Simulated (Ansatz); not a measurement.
Relaxation of a periodic cell of 35 atoms, Ta11Si24 (host TaSi2, host structure P6_222, one Ta atom removed), cell charge -1, to a largest force component of 0.03 eV/Å in at most 60 steps.

Level of theory: DFT LDA, scalar-relativistic, plane waves, PAW (Ansatz 0.2.0). Settings: PAW set soft_1, cutoff 420 eV, k mesh 2x2x1, gaussian smearing 0.02 eV, no spin polarisation.

```xyz
35
Lattice="-2.3900 4.1396 6.5640 4.7800 0.0000 6.5640 4.7800 8.2792 0.0000" Properties=species:S:1:pos:R:3
Ta 2.390 0.000 3.282
Ta 1.195 2.070 5.470
Si 4.780 9.659 3.282
Si 3.585 0.690 5.470
Si 1.195 3.450 1.094
Si 2.390 2.760 3.282
Si -1.195 3.450 5.470
Si 1.195 0.690 1.094
Ta 4.780 4.140 3.282
Ta 3.585 6.209 5.470
Ta 5.975 6.209 7.658
Si 2.390 5.519 3.282
Si 5.975 4.829 5.470
Si 3.585 7.589 1.094
Si 4.780 6.899 3.282
Si 1.195 7.589 5.470
Si 3.585 4.829 1.094
Ta -1.195 2.070 1.094
Ta 3.585 6.209 12.034
Ta 1.195 6.209 7.658
Si 2.390 5.519 9.846
Si 1.195 4.829 5.470
Si 3.585 7.589 7.658
Si 4.780 6.899 9.846
Si 3.585 3.450 5.470
Si 3.585 4.829 7.658
Ta 2.390 8.279 3.282
Ta 5.975 10.349 12.034
Ta 3.585 10.349 7.658
Si 4.780 9.659 9.846
Si 3.585 8.969 5.470
Si 1.195 3.450 7.658
Si 2.390 2.760 9.846
Si 5.975 7.589 5.470
Si 5.975 8.969 7.658
```

Question: Where does it end, and by what steps?

Answer: It converged. Limits of this set-up: coarse k mesh, PAW files made for another functional, no spin, though dangling bonds at a vacancy may carry it, a small cell, in which the defect meets its images, charged cell in a uniform background, uncorrected. After 4 steps the energy has fallen by 0.568 eV; Si5 moved furthest, 0.14 Å.

```tsv
step	energy less start (eV)	largest force component (eV/Å)	accepted
0	0.0000	0.637	yes
1	-0.5066	0.330	yes
2	-0.5596	0.117	yes
3	-0.5666	0.053	yes
4	-0.5680	0.015	yes
```

```xyz
35
Lattice="-2.3900 4.1396 6.5640 4.7800 0.0000 6.5640 4.7800 8.2792 0.0000" Properties=species:S:1:pos:R:3
Ta 2.401 -0.030 3.298
Ta 1.212 2.058 5.496
Si 4.778 9.676 3.278
Si 3.642 0.663 5.466
Si 1.099 3.479 1.189
Si 2.413 2.784 3.314
Si -1.102 3.495 5.383
Si 1.146 0.636 1.096
Ta 4.767 4.172 3.263
Ta 3.544 6.201 5.468
Ta 5.948 6.212 7.624
Si 2.339 5.463 3.247
Si 6.028 4.780 5.452
Si 3.636 7.619 1.104
Si 4.769 6.941 3.268
Si 1.120 7.622 5.477
Si 3.545 4.808 1.078
Ta -1.184 2.059 1.070
Ta 3.592 6.222 12.078
Ta 1.186 6.210 7.665
Si 2.395 5.471 9.876
Si 1.130 4.787 5.390
Si 3.615 7.609 7.652
Si 4.787 6.898 9.851
Si 3.537 3.500 5.472
Si 3.646 4.804 7.745
Ta 2.392 8.276 3.312
Ta 5.991 10.359 12.022
Ta 3.586 10.342 7.647
Si 4.788 9.612 9.840
Si 3.650 8.937 5.472
Si 1.241 3.502 7.651
Si 2.449 2.841 9.822
Si 5.911 7.618 5.450
Si 5.942 8.933 7.683
```

The run took 32 s on 2 threads of Arm Neoverse V2, on a shared host, peak memory 1.2 GiB.
